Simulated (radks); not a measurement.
# Ag⁺ in [Kr] 4d10: an all-electron calculation

An exercise on one series of results from a longer session: the logs are not shown, and one member is left open.

Method: scalar-relativistic Kohn-Sham, PBE, spin-unpolarised, spherical densities, finite nucleus. Code: radks (a radial shooting solver on a logarithmic mesh, Libxc functionals) version 1.

**What is computed**

```
element            : silver (Z = 47)
charge             : +1
electrons          : 46
configuration      : [Kr] 4d10
nuclear rms radius : 4.5454 fm
```

The outer shells:

Ag⁺
```
[Kr] core
4d [↑↓][↑↓][↑↓][↑↓][↑↓]
```

Set-up of the first run:

Settings of this run:

```text
Z 47
configuration [Kr] 4d10 5s0 5p0 4f0 5d0
relativity scalar-relativistic
functional pbe,pbe
spin unpolarised
nucleus finite rms 4.5454 fm
c 137.035999084
```

One of the session's tables, all rows but one given; the rest of the session is left out.

It belongs to the step «Orbitals and density». Radial moments (bohr):

```
level      <r>  outermost maximum (interpolated)  90 % within  nodes
   1s  0.03111                            0.0202       0.0558      0
   2s   0.1349                             0.114        0.208      1
   2p        ?                                 ?            ?      ?
   3s   0.3685                             0.333        0.543      2
   3p   0.3676                             0.326        0.553      1
   3d   0.3458                             0.274        0.547      0
   4s   0.9126                             0.823         1.33      3
   4p    1.002                             0.877         1.48      2
   4d    1.387                              1.04         2.24      1
   5s    2.828                              2.37         4.21      4
   5p    3.709                              3.08         5.58      3
```

**Question.** Estimate the row for 2p.

The run gave: <r>: 0.1177; outermost maximum (interpolated): 0.0911; 90 % within: 0.192; nodes: 0. In the column «<r>» it lies between 1s (0.03111) and 2s (0.1349).
